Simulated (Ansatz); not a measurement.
Predict the output of the script below (Ansatz 0.2.0, Python API).

Input file `ch3fose.xyz`:
```text
7

O    -0.01890   -0.64710    1.40910
C    -0.08510    0.23150    0.27480
F    -1.41590    0.44540   -0.16010
Se    1.03320   -0.54930   -1.17140
H    -0.54440   -1.43730    1.11600
H     0.37050    1.22640    0.54580
H     0.72180    0.66240   -2.05990
```

`scan.py`
```python
# -*- coding: utf-8 -*-
'''Stretching a bond of CH3FOSe, the rest held rigid.'''

import ansatz as az
import numpy as np


def main():
    molecule = az.Crystal.molecule_from_extxyz('ch3fose.xyz')

    symbols = [site.symbol for site in molecule.cartesian_sites]
    start = np.array([site.position_ang for site in molecule.cartesian_sites])
    axis = (start[2] - start[1]) / np.linalg.norm(start[2] - start[1])
    moving = [2]
    lengths, energies = [1.246, 1.303, 1.36, 1.416, 1.473, 1.53, 1.586, 1.671], []
    for length in lengths:
        xyz = start.copy()
        xyz[moving] += (length - np.linalg.norm(start[2] - start[1])) * axis
        point = az.Crystal.molecule()
        for symbol, place in zip(symbols, xyz):
            point = point.atom(symbol, place.tolist())
        base = (
            point.calculation()
            .basis(gaussian='def2-SVP')
            .functional('hf')
        )
        rep = base.run(threads=1).report
        energies.append(rep['free_energy_ev'])
        print(f'r = {length:6.3f} A  E = {energies[-1]:.5f} eV  <S^2> = {abs(rep["mean_field"]["state"]["spin_squared"]):.3f}')

    # quartic fit about the minimum
    fit = np.polynomial.Polynomial.fit(lengths, np.array(energies) - min(energies), 4).convert()
    roots = [r.real for r in fit.deriv().roots() if abs(r.imag) < 1e-9 and fit.deriv(2)(r.real) > 0]
    r_e = min(roots, key=lambda r: abs(r - lengths[int(np.argmin(energies))]))
    print(f'minimum of the fit at {r_e:.4f} A, force constant {fit.deriv(2)(r_e):.2f} eV/A^2')


if __name__ == '__main__':
    main()
```

```console
$ python scan.py
r =  1.246 A  E = -71110.30488 eV  <S^2> = 0.000
r =  1.303 A  E = -71110.47242 eV  <S^2> = 0.000
r =  1.360 A  E = -71110.46690 eV  <S^2> = 0.000
r =  1.416 A  E = -71110.34268 eV  <S^2> = 0.000
r =  1.473 A  E = -71110.13255 eV  <S^2> = 0.000
r =  1.530 A  E = -71109.86564 eV  <S^2> = 0.000
r =  1.586 A  E = -71109.56800 eV  <S^2> = 0.000
r =  1.671 A  E = -71109.08023 eV  <S^2> = 0.000
minimum of the fit at 1.3292 A, force constant 45.23 eV/A^2
```

Reading the output:
- These settings explore the input space; basis and method may be short of convergence.
- The rest of the molecule is held rigid at a force-field or estimated start geometry, and the basis set is modest; single-reference methods fail as a bond breaks.
- Hartree-Fock leaves correlation out, so bond, atomisation and ionisation energies come out well too low.
- The orbitals are restricted, so S² is zero by construction.
- The whole script took 8.3 s on 1 thread of Arm Neoverse V2, on a shared host, peak memory 0.22 GiB.
